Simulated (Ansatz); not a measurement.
# CH₅FSSiZn: one species, many methods

An exercise on one series of results from a longer session: the logs are not shown, and one member is left open.

The runs use Ansatz 0.2.0, Gaussian basis; functionals in def2-TZVPP, the program's frozen cores in correlated methods.

Levels to be run: LDA (SPW92), PBE-D4, revPBE-D4, BLYP-D4, r2SCAN-D4, B97M-V, PBE0-D4, B3LYP-D4, r2SCANh-D4, r2SCAN0-D4, HSE06-D4, BHLYP-D4, CAM-B3LYP-D4, LC-ωPBE, ωB97X-V, ωB97M-V, B2PLYP, PBE-QIDH; CCSD(T)/def2-SVP; CCSD(T)/def2-TZVPP; MP2/def2-QZVPP; extrapolation to the limit; RPA on PBE.

## The geometry

All runs share one geometry, relaxed beforehand with PBE0-D4 in a triple-zeta def2 set.

SMILES `C[SiH2][S][Zn][F]`, 10 atoms, charge 0, spin multiplicity 1.

Atoms are counted from 1 here; the program's logs count them from 0.

Bond lengths: C1–Si2 1.866 Å, C1–H6 1.094 Å, C1–H7 1.092 Å, C1–H8 1.094 Å, Si2–S3 2.146 Å, Si2–H9 1.488 Å, Si2–H10 1.485 Å, S3–Zn4 2.135 Å, Zn4–F5 1.748 Å. Angles: Si2–C1–H6 111.5°, Si2–C1–H7 110.7°, Si2–C1–H8 110.1°, H6–C1–H7 108.3°, H6–C1–H8 107.7°, H7–C1–H8 108.5°, C1–Si2–S3 112.7°, C1–Si2–H9 109.6°, C1–Si2–H10 110.9°, S3–Si2–H9 110.3°, S3–Si2–H10 104.4°, H9–Si2–H10 108.8°, Si2–S3–Zn4 98.3°, S3–Zn4–F5 179.4°.

Set-up of the first run:

in.yaml

```yaml
crystal:
  periodic: [false, false, false]
  atoms:
    - {symbol: C, position_ang: [-1.218948, -0.138008, 0.618241]}
    - {symbol: Si, position_ang: [0.254281, -1.096795, -0.007182]}
    - {symbol: S, position_ang: [2.108336, -0.062240, 0.308272]}
    - {symbol: Zn, position_ang: [1.659774, 1.717495, -0.783140]}
    - {symbol: F, position_ang: [1.296592, 3.184194, -1.662320]}
    - {symbol: H, position_ang: [-1.366815, 0.785368, 0.051432]}
    - {symbol: H, position_ang: [-1.090727, 0.123307, 1.670595]}
    - {symbol: H, position_ang: [-2.128044, -0.737695, 0.518334]}
    - {symbol: H, position_ang: [0.074085, -1.403871, -1.451624]}
    - {symbol: H, position_ang: [0.411475, -2.371756, 0.737393]}
basis:
  gaussian: {orbitals: def2-TZVPP}
hamiltonian: {xc: lda}
output: {orbitals: {seedname: orbitals}}
```

The run is started by

```console
> ansatz run in.yaml --threads 4 --pin off --events-out ev --progress --plain --max-ram 10444MiB
```

Among the steps run: LDA; PBE-D4 (GGA); revPBE-D4 (GGA); BLYP-D4 (GGA); r2SCAN-D4 (meta-GGA); B97M-V (meta-GGA); PBE0-D4 (hybrid); B3LYP-D4 (hybrid); r2SCANh-D4 (hybrid); r2SCAN0-D4 (hybrid); HSE06-D4 (hybrid); BHLYP-D4 (hybrid); CAM-B3LYP-D4 (range-separated); LC-ωPBE (range-separated); ωB97X-V (range-separated); ωB97M-V (range-separated); B2PLYP (double hybrid); PBE-QIDH (double hybrid).

One table of the session follows, with a row left open; its other results are not shown here.

It belongs to the step «Frontier levels by functional». 

```
  functional  HOMO (eV)  LUMO (eV)  gap (eV)
 LDA (SPW92)      -6.61      -2.56      4.05
      PBE-D4      -6.46      -2.27      4.18
   revPBE-D4      -6.39      -2.14      4.25
     BLYP-D4      -6.30      -2.24      4.06
   r2SCAN-D4      -6.73      -1.99      4.74
      B97M-V      -6.82      -2.21      4.61
     PBE0-D4      -7.64      -1.36      6.28
    B3LYP-D4      -7.41      -1.69      5.72
  r2SCANh-D4      -7.17      -1.67      5.50
  r2SCAN0-D4      -7.82      -1.20      6.63
    HSE06-D4      -7.24      -1.73      5.51
    BHLYP-D4      -8.68      -0.58      8.10
CAM-B3LYP-D4      -8.93      -0.47      8.46
     LC-ωPBE     -10.28       0.83     11.10
     ωB97X-V          ?          ?         ?
     ωB97M-V      -9.79       0.35     10.14
```

Estimate the missing values for ωB97X-V.

**Answer.** HOMO (eV): -9.93; LUMO (eV): 0.63; gap (eV): 10.56. In the column «HOMO (eV)» it lies between LC-ωPBE (-10.28) and ωB97M-V (-9.79).
